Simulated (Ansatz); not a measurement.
**CH2OSe: vertical ionisation energy**

An exercise on one series of results from a longer session: the logs are not shown, and one member is left open.

Computed with Ansatz 0.2.0, Gaussian basis. Level: unrestricted cation, the program's frozen cores in correlated methods.

The runs, in order: UKS PBE-D4/def2-TZVPP; UKS r2SCAN-D4/def2-TZVPP; UKS PBE0-D4/def2-TZVPP; UKS B3LYP-D4/def2-TZVPP; UKS wB97X-V/def2-TZVPP; UKS wB97M-V/def2-TZVPP; UKS B2PLYP/def2-TZVPP; UHF-CCSD(T)/def2-TZVPP; UHF-MP2/def2-QZVPP; extrapolation to the limit; then −ε(HOMO) from the neutral's earlier runs with LDA (SPW92), PBE-D4, revPBE-D4, BLYP-D4, r2SCAN-D4, B97M-V, PBE0-D4, B3LYP-D4, r2SCANh-D4, r2SCAN0-D4, HSE06-D4, BHLYP-D4, CAM-B3LYP-D4, LC-ωPBE, ωB97X-V, ωB97M-V.

## The geometry

An earlier PBE0-D4 in a triple-zeta def2 set relaxation fixed the geometry.

SMILES `OC=[Se]`, 5 atoms, charge 0, spin multiplicity 1.

Atoms are counted from 1 here; the program's logs count them from 0.

Bond lengths: O1–C2 1.326 Å, O1–H4 0.965 Å, C2–Se3 1.753 Å, C2–H5 1.092 Å. Angles: C2–O1–H4 110.3°, O1–C2–Se3 123.9°, O1–C2–H5 114.6°, Se3–C2–H5 121.5°.

Coordinates:

```
O    -0.5676   -0.8526   -0.0666
C     0.2582    0.1760    0.0730
Se    1.7618    0.1080    0.9707
H    -1.3332   -0.5980   -0.5967
H    -0.0693    1.0929   -0.4217
```

Set-up of the first run:

in.yaml reads:

```yaml
crystal:
  periodic: [false, false, false]
  atoms:
    - {symbol: O, position_ang: [-0.567643, -0.852648, -0.066610]}
    - {symbol: C, position_ang: [0.258165, 0.176016, 0.072954]}
    - {symbol: Se, position_ang: [1.761793, 0.108021, 0.970714]}
    - {symbol: H, position_ang: [-1.333228, -0.597954, -0.596742]}
    - {symbol: H, position_ang: [-0.069287, 1.092865, -0.421716]}
basis:
  gaussian: {orbitals: def2-TZVPP}
total_charge: 1
magnetization: {spin_polarized: true, initial_magnetization: 1}
hamiltonian: {xc: pbe, dispersion: d4}
```

The run is started by

```bash
> ansatz run in.yaml --threads 2 --pin off --events-out ev --progress --plain --max-ram 4352MiB
```

Among the steps run: Cation, UKS PBE-D4/def2-TZVPP; Cation, UKS r2SCAN-D4/def2-TZVPP; Cation, UKS PBE0-D4/def2-TZVPP; Cation, UKS B3LYP-D4/def2-TZVPP; Cation, UKS wB97X-V/def2-TZVPP; Cation, UKS wB97M-V/def2-TZVPP; Cation, UKS B2PLYP (frozen core)/def2-TZVPP; Cation, UHF-CCSD(T)/def2-TZVPP; Cation, UHF-MP2/def2-QZVPP.

One table of the session follows, with a row left open; its other results are not shown here.

It belongs to the step «Ionisation energies side by side». Orbital estimates, from the neutral's runs:

```
  functional  −ε(HOMO) (eV)
 LDA (SPW92)           5.38
      PBE-D4           5.22
   revPBE-D4           5.16
     BLYP-D4           5.06
   r2SCAN-D4           5.45
      B97M-V           5.51
     PBE0-D4           6.35
    B3LYP-D4           6.12
  r2SCANh-D4           5.87
  r2SCAN0-D4           6.51
    HSE06-D4           5.96
    BHLYP-D4              ?
CAM-B3LYP-D4           7.64
     LC-ωPBE           8.99
     ωB97X-V           8.64
     ωB97M-V           8.51
```

**Question.** Estimate the row for BHLYP-D4.

Worked estimate for «−ε(HOMO) (eV)». Against the share of exact exchange, BLYP-D4 (0, 5.06), B3LYP-D4 (0.2, 6.12) give a slope of 5.30 per unit share; at 0.5 the line stands at 7.71.

**Answer.** −ε(HOMO) (eV): 7.34. In «−ε(HOMO) (eV)» the line misses by +0.37.
